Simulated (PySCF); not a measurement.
# One shape, several levels: CH7NOSi (SMILES C[SiH](N)O)

Aim: a comparison of 6 runs (HF/STO-3G, HF/def2-SVP, HF/def2-SVPD, B3LYP/6-31G*, PBE0/def2-SVP) of CH7NOSi. 

The results are computed with PySCF 2.14.0.

### Step 1. The structure to begin with

The species is CH7NOSi (11 atoms), meant as a singlet with charge 0. SMILES: `C[SiH](N)O`. The shape is that of a PBE0-D4/def2-TZVP optimisation. This is one conformer, not always the lowest.

Bond lengths: C1–Si2 1.862 Å, Si2–N3 1.716 Å, Si2–O4 1.649 Å, C1–H5 1.092 Å, C1–H6 1.094 Å, C1–H7 1.093 Å, Si2–H8 1.487 Å, N3–H9 1.007 Å, N3–H10 1.006 Å, O4–H11 0.959 Å. Some angles: C1–Si2–N3 106.8°, C1–Si2–O4 113.3°, N3–Si2–O4 109.8°, C1–Si2–H8 110.5°, N3–Si2–H8 114.3°, O4–Si2–H8 102.2°, Si2–C1–H5 110.2°, Si2–C1–H6 111.2°, Si2–C1–H7 111.4°, Si2–N3–H9 121.6°.

### Step 2. Energy and forces at HF/STO-3G (run 1)

The input, run.py:

```python
from pyscf import gto

mol = gto.Mole()
mol.atom = '''
C     -1.129400     0.882100     0.235100
Si    -0.008300    -0.600100     0.125300
N      1.601700    -0.007400     0.165700
O     -0.240500    -1.494600    -1.240800
H     -2.172900     0.574600     0.135600
H     -1.021900     1.389000     1.198200
H     -0.913700     1.605500    -0.555900
H     -0.328800    -1.576900     1.199000
H      2.389800    -0.626400     0.263000
H      1.800800     0.901800     0.548300
H      0.088400    -1.104500    -2.052800
'''
mol.max_memory = 1860
mol.verbose = 4
mol.basis = 'sto-3g'
mol.build()

mf = mol.RHF()
mf.conv_tol = 1e-10
mf.kernel()
if not mf.converged:
    mf = mf.newton().run(mf.mo_coeff, mf.mo_occ)

energy = mf.e_tot
print('E = %.10f Eh' % energy)
grad = mf.nuc_grad_method().kernel()
dip = mf.dip_moment()
pop, q = mf.mulliken_pop()
```

The run is started by

```bash
$ OMP_NUM_THREADS=1 python run.py
```

What it wrote:

```text
PySCF version 2.14.0

[... 63 lines left out ...]
converged SCF energy = -454.709174600658
[... 12 lines left out ...]
Dipole moment(X, Y, Z, Debye):  0.75210,  1.24343,  0.55789
[... 43 lines left out ...]
charge of   10H =      0.16826
```

It took 5.4 s on 1 thread of Intel Xeon at 2.50GHz (Skylake/Cascade Lake), shared host; peak memory 0.12 GiB.

### Step 3. Energy and forces at HF/def2-SVP (run 2)

The input, calc.py:

```python
# C[SiH](N)O
from pyscf import gto, scf

molecule = gto.M(
    atom='''
C       -1.129400       0.882100       0.235100
Si      -0.008300      -0.600100       0.125300
N        1.601700      -0.007400       0.165700
O       -0.240500      -1.494600      -1.240800
H       -2.172900       0.574600       0.135600
H       -1.021900       1.389000       1.198200
H       -0.913700       1.605500      -0.555900
H       -0.328800      -1.576900       1.199000
H        2.389800      -0.626400       0.263000
H        1.800800       0.901800       0.548300
H        0.088400      -1.104500      -2.052800
''',
    verbose=4,
    basis='def2-svp',
    max_memory=1860,
)

calc0 = scf.RHF(molecule)
calc0.conv_tol = 1e-10
calc0.kernel()
if not calc0.converged:
    calc0 = calc0.newton().run(calc0.mo_coeff, calc0.mo_occ)

e_tot = calc0.e_tot
print('Final energy', e_tot)
grad = calc0.nuc_grad_method().kernel()
calc0.analyze()
```

The run is started by

```bash
$ OMP_NUM_THREADS=1 python calc.py
```

What it wrote:

```text
PySCF version 2.14.0

[... 92 lines left out ...]
MO #4   energy= -11.2058430936333  occ= 2
[... 12 lines left out ...]
MO #17  energy= -0.529738903879227 occ= 2
[... 12 lines left out ...]
MO #30  energy= 0.303958222797419  occ= 0
[... 12 lines left out ...]
MO #43  energy= 0.886312144772282  occ= 0
[... 12 lines left out ...]
MO #56  energy= 1.35761227949199   occ= 0
[... 12 lines left out ...]
MO #69  energy= 2.0316920826487    occ= 0
[... 12 lines left out ...]
MO #82  energy= 2.77675315548675   occ= 0
[... 12 lines left out ...]
MO #95  energy= 4.12018677595277   occ= 0
[... 109 lines left out ...]
Dipole moment(X, Y, Z, Debye):  1.43378,  1.89158,  0.02469
```

Run time: 20 s. Hardware: 1 thread of Intel Xeon at 2.50GHz (Skylake/Cascade Lake), shared host; peak memory 0.2 GiB.

Runs 3 to 5 aren't shown in full; the table further down has their settings and results.

### Step 4. Energy and forces at PBE0/def2-SVP (run 6)

The input, input.py:

```python
import pyscf.grad
from pyscf import gto, dft

system = gto.Mole()
system.atom = '''
C     -2.134257     1.666927     0.444275
Si    -0.015685    -1.134025     0.236783
N      3.026774    -0.013984     0.313128
O     -0.454479    -2.824385    -2.344772
H     -4.106186     1.085837     0.256247
H     -1.931111     2.624830     2.264270
H     -1.726643     3.033955    -1.050499
H     -0.621342    -2.979909     2.265782
H      4.516067    -1.183724     0.496998
H      3.403019     1.704155     1.036137
H      0.167052    -2.087203    -3.879230
'''
system.basis = 'def2-svp'
system.max_memory = 1860
system.verbose = 3
system.unit = 'bohr'
system.build()

myscf = dft.RKS(system, xc='pbe0')
myscf.grids.level = 5
myscf.conv_tol = 1e-10
myscf.kernel()
if not myscf.converged:
    myscf = myscf.newton().run(myscf.mo_coeff, myscf.mo_occ)

e_tot = myscf.e_tot
print(f'total energy: {e_tot:.8f} hartree')
grad = myscf.Gradients().kernel()
myscf.analyze()
```

The run is started by

```bash
$ OMP_NUM_THREADS=1 python input.py
```

What it wrote:

```text
converged SCF energy = -461.328387237293
[... 20 lines left out ...]
MO #11  energy= -0.706712056582517 occ= 2
[... 11 lines left out ...]
MO #23  energy= 0.0812335932663952 occ= 0
[... 11 lines left out ...]
MO #35  energy= 0.447065438950742  occ= 0
[... 11 lines left out ...]
MO #47  energy= 0.743281396021128  occ= 0
[... 11 lines left out ...]
MO #59  energy= 1.25439730161753   occ= 0
[... 11 lines left out ...]
MO #71  energy= 1.7968697112872    occ= 0
[... 11 lines left out ...]
MO #83  energy= 2.60973190127437   occ= 0
[... 11 lines left out ...]
MO #95  energy= 3.73139816446451   occ= 0
[... 12 lines left out ...]
Dipole moment(X, Y, Z, Debye):  1.41857,  1.81172, -0.09676
```

It took 74 s on 1 thread of Intel Xeon at 2.50GHz (Skylake/Cascade Lake), shared host; peak memory 0.94 GiB.

### Step 5. Overview of the runs

```csv
run,level,integration grid,Cartesian functions,energy (Eh),dipole moment (D),HOMO energy (eV),LUMO energy (eV),wall time
1,HF/STO-3G,–,no,-454.709175,1.56,-8.32,13.66,5.4 s
2,HF/def2-SVP,–,no,-460.053341,2.37,-10.92,4.54,20 s
3,HF/def2-SVPD,–,no,-460.072402,2.23,-11.04,2.28,63 s
4,B3LYP/6-31G* (spherical functions),5,no,-461.857020,2.34,-6.82,1.64,66 s
5,B3LYP/6-31G* (Cartesian functions),5,yes,-461.862060,2.34,-6.83,1.59,67 s
6,PBE0/def2-SVP,5,no,-461.328387,2.30,-7.19,1.61,74 s
```

### Step 6. What came out

```
                       quantity          value
            run 6: total energy  -461.32839 Eh
           run 6: dipole moment         2.30 D
             run 6: HOMO energy       -7.19 eV
             run 6: LUMO energy        1.61 eV
           run 6: HOMO–LUMO gap        8.80 eV
run 6: largest force on an atom     0.612 eV/Å
```

What this shows: The dipole moment (its size) runs from 1.56 D (HF/STO-3G) to 2.37 D (HF/def2-SVP). The HOMO–LUMO gap runs from 8.42 eV (B3LYP/6-31G*) to 21.98 eV (HF/STO-3G). The two ends differ in method and basis. Totals of different functionals can't be ranked against each other. In run 1 the basis is minimal, so the values are rough. All runs together took 4.9 min, the longest 74 s.
